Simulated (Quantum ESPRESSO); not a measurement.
## NbTe: phonons at points of the zone under several settings

```
Te Nb
1.0
     3.70297    0.00000    0.00000
    -1.85149    3.20687    0.00000
     0.00000    0.00000    3.69421
Te Nb
1 1
Direct
  0.66667 0.33333 0.00000
  0.00000 0.00000 0.50000
```

The cell comes from a database or a generator and needn't be the stable form of this composition.

All runs used Quantum ESPRESSO 7.5; potentials GBRV 1.5 LDA; k mesh 8 × 8 × 7; relaxed cell; no spin polarisation; cutoff 612 eV; occupations cold, width 0.2 eV.

```csv
level,point,frequencies (cm⁻¹)
LDA,"Γ (0.000, 0.000, 0.000)",0 0 0 238 238 243
LDA,"A (0.000, 0.000, 0.500)",135 135 200 207 207 225
LDA,"H (0.333, 0.333, 0.500)",86 126 175 212 221 265
LDA,"K (0.333, 0.333, 0.000)",99 154 167 183 204 223
LDA,"L (0.500, 0.000, 0.500)",?
```

Problem. What stands in the row left open?

Solution. Frequencies 121 142 153 217 251 267 cm⁻¹.

Caveats: the mesh is thin for the phonons of a metal; the q point doesn't lie on the k mesh, which can shift a metal's frequencies strongly unless the mesh is converged (some runs).

For the row left open. Caveat: the mesh is thin for the phonons of a metal; the q point doesn't lie on the k mesh, which can shift a metal's frequencies strongly unless the mesh is converged.
